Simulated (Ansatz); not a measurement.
# Ti-Li mixtures: a scan of ordered alloys across composition

Run with the Ansatz DFT code, driven from Python.

The script, `alloy_ti.py`:
```python
"""Mixing of Ti and Li on the fcc lattice, after relaxing cells and atoms."""

from collections import Counter
import logging
import sys
import warnings

import ansatz as az
import numpy as np

logging.basicConfig(stream=sys.stdout, format="[%(levelname)s] %(message)s")
log = logging.getLogger("run")
log.setLevel(logging.INFO)

TOLERANCE = 1e-09
XC = "LDA"
CUTOFF_EV = 500
K_SPACING = 0.16
SMEARING = "cold"
SMEARING_WIDTH = 0.05


def fcc(A, a):
    return (
        az.Lattice.fcc(a)
        .space_group(225)
        .atom(A, (0, 0, 0))
        .primitive()
    )

A_FIRST, A_LAST = 4.13, 4.42


def solve(name, crystal):
    calc = (
        crystal.calculation()
        .scf(tolerance=TOLERANCE)
        .functional(XC)
        .basis(CUTOFF_EV)
        .kpoints(spacing=K_SPACING)  # the mesh must be finer for metals
        .occupations(SMEARING, width=SMEARING_WIDTH)  # fractional filling near the Fermi level
        .band_table()
    )
    calc = calc.relax(force_tolerance=0.01, cell=True)
    return calc.run()

def relaxed_twice(name, crystal):
    # the second pass draws mesh and plane waves anew for the relaxed cell
    first = solve(name, crystal)
    again = az.Crystal(lattice=az.Lattice.of(first.lattice.cell_ang))
    for site in first.report["lattice"]["sites"]:
        again = again.atom(site["symbol"], site["position_frac"])
    return solve(name, again)


def volume_per_atom(outcome):
    return abs(np.linalg.det(outcome.lattice.cell_ang)) / len(outcome.lattice.sites)


def counts(outcome):
    return Counter(site.symbol for site in outcome.lattice.sites)


def main() -> None:
    warnings.simplefilter("ignore", az.DeckWarning)

    # swap the mixed sites of the conventional cell one by one
    phases = {}
    for k in range(4 + 1):
        a = A_FIRST + (A_LAST - A_FIRST) * k / 4
        cell = fcc("Ti", a).conventional().resolved()
        sites = [site.position for site in cell.sites if site.symbol == "Ti"]
        for position in sites[:k]:
            cell = cell.substitution("Li", at=position, replaces="Ti")
        phases[f"Ti{4 - k}Li{k}"] = cell.resolved()

    done = {name: relaxed_twice(name, crystal) for name, crystal in phases.items()}

    # mixing quantities against the straight line between the end members, both on this lattice
    x = {name: counts(o)["Li"] / (counts(o)["Ti"] + counts(o)["Li"]) for name, o in done.items()}
    first, last = min(x, key=x.get), max(x, key=x.get)
    energy = {name: o.report["energy_sigma0_ev"] / len(o.lattice.sites) for name, o in done.items()}
    volume = {name: volume_per_atom(o) for name, o in done.items()}
    rows = []
    for name in sorted(done, key=x.get):
        line = lambda table: (1 - x[name]) * table[first] + x[name] * table[last]
        rows.append((name, x[name], 1000 * (energy[name] - line(energy)), volume[name], 100 * (volume[name] / line(volume) - 1)))
    log.info("| cell | x(Li) | E_mix (meV/atom) | V (A^3/atom) | excess V (%) |")
    log.info("| --- | --- | --- | --- | --- |")
    for row in rows:
        log.info(f"| {row[0]} | {row[1]:.3f} | {row[2]:+.1f} | {row[3]:.3f} | {row[4]:+.2f} |")
    # a fit of these few cells to Omega x(1 - x); small periodic cells, not a random solution
    shape = np.array([row[1] * (1 - row[1]) for row in rows])
    print("Omega =", round(float(shape @ [row[2] for row in rows] / (shape @ shape)), 1), "meV/atom")


if __name__ == "__main__":
    main()
```

```console
$ python alloy_ti.py
[INFO] | cell | x(Li) | E_mix (meV/atom) | V (A^3/atom) | excess V (%) |
[INFO] | --- | --- | --- | --- | --- |
[INFO] | Ti4Li0 | 0.000 | +0.0 | 16.013 | +0.00 |
[INFO] | Ti3Li1 | 0.250 | +249.2 | 15.241 | -8.91 |
[INFO] | Ti2Li2 | 0.500 | +334.1 | 15.708 | -9.98 |
[INFO] | Ti1Li3 | 0.750 | +562.6 | 16.780 | -7.64 |
[INFO] | Ti0Li4 | 1.000 | +0.0 | 18.886 | +0.00 |
Omega = 1775.1 meV/atom
```

Mixing energies: +563 meV an atom at x(Ti) = 0.25 (volume -7.6 % off the straight line), +334 meV an atom at x(Ti) = 0.50 (volume -10.0 % off the straight line) and +249 meV an atom at x(Ti) = 0.75 (volume -8.9 % off the straight line). All are positive, so the end members on this lattice are favoured over these cells.

The program warned that this SCF threshold is loose for forces or stresses. These are small ordered cells, with both end members on the same lattice, which need not be their own; they aren't random solutions. Differences under 10 to 15 meV an atom lie within the error of mesh and functional. The cells are prototypes set up for this calculation and needn't exist. The script silences the warnings on its input, which a real study should read. The whole script took 4.7 min on 1 thread of Arm Neoverse V2, on a shared host, peak memory 0.57 GiB.
